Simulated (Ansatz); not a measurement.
# Relaxation of CuMoO2

The start is CuMoO2, a known structure type filled with other elements, at an estimated volume. Where does it settle when we relax cell and atoms at 20 GPa, and what is it like there?

All numbers below are computed with Ansatz 0.2.0 (DFT, r2SCAN, no spin polarisation, plane waves, PAW).

### 1 The structure

It takes space group P6_3/mmc (No. 194, hexagonal). The conventional cell has a = 3.073 Å, b = 3.073 Å, c = 11.779 Å, α = 90.00°, β = 90.00°, γ = 120.00°. Cu (site symmetry -6m2) is surrounded by 2 O at 1.91 Å. O (site symmetry 3m) has 1 Cu at 1.91 Å and 3 Mo at 2.06 Å as nearest neighbours. Mo (site symmetry -3m) is surrounded by 6 O at 2.06 Å.

The coordinates stand in the input below.

The first density is read from a saved solution for the starting cell.

### 2 The relaxation

input.yaml reads:

```yaml
crystal:
  lattice:
    - [3.07293451, 0.0, 0.0]
    - [-1.53646675, 2.66123949, 0.0]
    - [0.0, 0.0, 11.77923689]
  atoms:
    - { symbol: Cu, position: [0.3333, 0.6667, 0.25] }
    - { symbol: Cu, position: [0.6666, 0.3333, 0.75] }
    - { symbol: O, position: [0.3333, 0.6667, 0.0881] }
    - { symbol: O, position: [0.6666, 0.3333, 0.5881] }
    - { symbol: O, position: [0.3333, 0.6667, 0.4119] }
    - { symbol: O, position: [0.6667, 0.3334, 0.9119] }
    - { symbol: Mo, position: [0.0, 0.0, 0.0] }
    - { symbol: Mo, position: [0.0, 0.0, 0.5] }
  symmetry: { tolerance: 0.0003 }
kpoints:
  mp_grid: { grid: [11, 11, 3], shift: [0, 0, 0] }
magnetization:
  spin_polarized: false
scf:
  occupations: { method: fermi_dirac }
  lower_state_search: "off"
hamiltonian:
  pseudopotentials: { kind: paw }
  xc: r2scan
basis:
  ecutwfc: 500
  fft_grid_basis: typed
relax:
  max_steps: 80
  cell: { p_target: 20.0 }
output:
  forces: true
  stress: true
  eigenvalues: true
  bader: true
  populations: true
  elf: true
  write_potential: true
  volumetric_format: npy
  dos:
    e_range: [-12, 8]
    de: 0.05
    projected: { site_lists: { Cu: [Cu], Mo: [Mo], O: [O] } }
  write_density: true
checkpoint:
  read: saved_state
```

Started as:

```bash
$ ansatz run input.yaml --threads 2 --pin off --max-ram 3584MiB --backend cpu --events-out ev --progress --plain --runs-dir out
```

Before running it: what results should come out? Wanted: moves; largest move; cell; volume; pressure at the end; character; Bader charges.

**Answer**, as computed:

```
                                                 quantity                                                                        value
                                                    moves                                                                            7
                                             largest move                                                                   0.24 Å (O)
                     space group (0.01 Å), before / after                                                          P6_3/mmc / P6_3/mmc
                                                     cell  a = 2.688 Å, b = 2.688 Å, c = 12.650 Å, α = 90.00°, β = 90.00°, γ = 120.00°
                                                   volume                                                       9.89 Å³/atom (-17.8 %)
                                      pressure at the end                                                                    20.00 GPa
                                                character                                                                        metal
density of states, mean within 0.25 eV of the Fermi level                                                          1.8 per eV per cell
                                            Bader charges                                                Cu +0.60, O -1.13, Mo +1.67 e
```

**Reading.** The volume shrank by 17.8 %, and the largest move of an atom is 0.24 Å apart from the change of the cell. The shape changed more than that tells: the edges moved by -13, -13, +7 %. With 24 symmetry operations imposed, the end may be a saddle point towards distortions that break them. Bands cross the Fermi level: a metal; within 0.25 eV of the Fermi level the density of states averages 1.8 per eV per cell, mostly Mo d (69 %) and O p (17 %). By Bader's partition Mo gives up most (+1.67 e) and O takes most (-1.13 e).

Caveats: a 3d oxide or halide that comes out metallic without a U or exact exchange, which may be an insulator in nature.
